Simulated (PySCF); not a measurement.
**TlBr3: other functionals and bases at one geometry**

The task here is to estimate one member of a computed series from the others.

Computed with PySCF 2.14.0. Level: several levels, as the steps say, no spin–orbit coupling.

3 further runs of the same task are left out: 2 for a known fault of the program, 1 that didn't finish.

## The starting structure

4 atoms, charge 0, spin multiplicity 1.

Bond lengths: Tl1–Br2 2.559 Å, Tl1–Br3 2.559 Å, Tl1–Br4 2.559 Å. Angles: Br2–Tl1–Br3 120.0°, Br2–Tl1–Br4 120.0°, Br3–Tl1–Br4 120.0°.

Geometry (Å):

```xyz
4
Br3Tl
Tl    0.0000    0.0000    0.0000
Br    2.5591    0.0000    0.0000
Br   -1.2795    2.2163    0.0000
Br   -1.2796   -2.2163    0.0000
```

Formal oxidation states: Tl +3. An earlier session relaxed this geometry at B3LYP, Tl def2-SVP with ECP60, Br def2-SVP (singlet, point group D3h).

At B3LYP on the finer grid: E = -7894.297198 Eh, HOMO -8.29 eV, LUMO -4.41 eV, Mulliken charge on Tl1 +0.56 e, largest force component 0.013 eV/Å. 

Levels to run: CAM-B3LYP; PBE; M06-L; r2SCAN; B3LYP, TZVP; B3LYP, x2c-SVP. Hardware: 2 threads of Arm Neoverse V1, shared host.

Set-up of the first run:

Contents of run.py (the lines that set the calculation):

```python
mol = gto.M(atom='''
Tl     0.00000     0.00000     0.00000
Br     2.55915    -0.00003     0.00000
Br    -1.27954     2.21630     0.00000
Br    -1.27960    -2.21627     0.00000''',
    basis={'Tl': 'def2-SVP', 'Br': 'def2-SVP'},
    ecp={'Tl': 'def2-SVP'},
    charge=0, spin=0)
mf = dft.RKS(mol, xc='CAMB3LYP')
mf.grids.atom_grid = (75, 302)
mf = mf.density_fit()  # fitting sets: Tl def2-universal-JKFIT, Br def2-universal-JKFIT
mf.conv_tol = 1e-08; mf.max_cycle = 55
mf.kernel(dm0)  # dm0: the density of the relaxed state
```

Command:

```console
$ OMP_NUM_THREADS=2 python run.py
```

Steps of the session up to this table: CAM-B3LYP; PBE; M06-L; r2SCAN; B3LYP, TZVP; B3LYP, x2c-SVP.

One table of the session follows, with a row left open; its other results are not shown here.

| level | HOMO (eV) | gap (eV) | charge on Tl1 (e) | largest force component (eV/Å) |
| --- | --- | --- | --- | --- |
| B3LYP (relaxed here) | -8.29 | 3.88 | 0.56 | 0.01 |
| CAM-B3LYP | ? | ? | ? | ? |
| PBE | -7.29 | 2.39 | 0.49 | 0.03 |
| M06-L | -7.61 | 2.90 | 0.75 | 0.13 |
| r2SCAN | -7.70 | 2.72 | 0.61 | 0.20 |
| B3LYP, TZVP | -8.49 | 3.93 | 0.81 | 0.23 |
| B3LYP, x2c-SVP | -8.23 | 3.80 | 0.70 | 0.19 |

**Question.** Estimate the row for CAM-B3LYP.

As computed: HOMO (eV): -9.89; gap (eV): 6.59; charge on Tl1 (e): 0.57; largest force component (eV/Å): 0.41. In the column «HOMO (eV)» it is the lowest.

In one basis the HOMO–LUMO gap runs from 2.39 eV (PBE) to 6.59 eV (CAM-B3LYP). The largest leftover force, 0.41 eV/Å with CAM-B3LYP, stands at a geometry relaxed at another level. Total energies of different levels can't be compared.
